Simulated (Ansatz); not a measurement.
**C₂H₄BNO: how energies converge with the basis set**

One table from this session's results is given with a row withheld; the runs are named, their logs left out.

Program: Ansatz 0.2.0, Gaussian basis. Level of theory: one geometry, several basis sets. These are calculated values, not measurements.

Levels to be run: PBE0-D4/def2-SVP; ωB97M-V/def2-SVP; PBE0-D4/def2-QZVPP; ωB97M-V/def2-QZVPP; the functionals' def2-TZVPP values are taken from earlier runs.

## The geometry

All runs share one geometry, relaxed beforehand with PBE0-D4 in a triple-zeta def2 set.

SMILES `N=C1BCO1`, 9 atoms, charge 0, spin multiplicity 1.

Atoms are counted from 1 here; the program's logs count them from 0.

Bond lengths: N1–C2 1.258 Å, N1–H6 1.016 Å, C2–B3 1.584 Å, C2–O5 1.378 Å, B3–C4 1.567 Å, B3–H7 1.188 Å, C4–O5 1.463 Å, C4–H8 1.095 Å, C4–H9 1.095 Å. Angles: C2–N1–H6 109.6°, N1–C2–B3 145.5°, N1–C2–O5 122.5°, B3–C2–O5 92.0°, C2–B3–C4 83.4°, C2–B3–H7 138.0°, C4–B3–H7 138.6°, B3–C4–O5 89.6°, B3–C4–H8 117.6°, B3–C4–H9 117.6°, O5–C4–H8 111.0°, O5–C4–H9 111.0°, H8–C4–H9 108.6°, C2–O5–C4 95.0°.

Geometry (Å):

```csv
atom,x (Å),y (Å),z (Å)
N1,0.81460,1.98071,0.21901
C2,0.35562,0.81212,0.13704
B3,-0.32517,-0.25905,-0.81099
C4,-0.27833,-1.15769,0.47174
O5,0.34969,-0.05830,1.20532
H6,0.72136,2.44813,-0.67880
H7,-0.68892,-0.33551,-1.93959
H8,0.37231,-2.03767,0.45088
H9,-1.23256,-1.43924,0.92819
```

Set-up of the first run:

Input file in.yaml:

```yaml
crystal:
  periodic: [false, false, false]
  atoms:
    - {symbol: N, position_ang: [0.814599, 1.980707, 0.219013]}
    - {symbol: C, position_ang: [0.355623, 0.812122, 0.137039]}
    - {symbol: B, position_ang: [-0.325170, -0.259051, -0.810993]}
    - {symbol: C, position_ang: [-0.278327, -1.157688, 0.471738]}
    - {symbol: O, position_ang: [0.349688, -0.058301, 1.205318]}
    - {symbol: H, position_ang: [0.721356, 2.448128, -0.678797]}
    - {symbol: H, position_ang: [-0.688917, -0.335512, -1.939587]}
    - {symbol: H, position_ang: [0.372311, -2.037672, 0.450878]}
    - {symbol: H, position_ang: [-1.232562, -1.439235, 0.928192]}
basis:
  gaussian: {orbitals: def2-SVP}
hamiltonian: {xc: pbe0, dispersion: d4}
output: {orbitals: {seedname: orbitals}}
```

Launch:

```bash
ansatz run in.yaml --threads 2 --pin off --events-out ev --progress --plain --max-ram 4352MiB
```

Among the steps run: PBE0-D4 in def2-SVP; ωB97M-V in def2-SVP; PBE0-D4 in def2-QZVPP; ωB97M-V in def2-QZVPP.

One of the session's tables, all rows but one given; the rest of the session is left out.

| functional | basis | HOMO (eV) | LUMO (eV) |
| --- | --- | --- | --- |
| PBE0-D4 | def2-SVP | -7.53 | -2.63 |
| PBE0-D4 | def2-TZVPP | -7.73 | -2.73 |
| PBE0-D4 | def2-QZVPP | -7.77 | -2.76 |
| ωB97M-V | def2-SVP | -9.87 | -0.52 |
| ωB97M-V | def2-TZVPP | -10.10 | -0.67 |
| ωB97M-V | def2-QZVPP | ? | ? |

**Question.** Estimate the row for ωB97M-V, def2-QZVPP.

**Answer.** HOMO (eV): -10.14; LUMO (eV): -0.72. In the column «HOMO (eV)» it is the lowest.
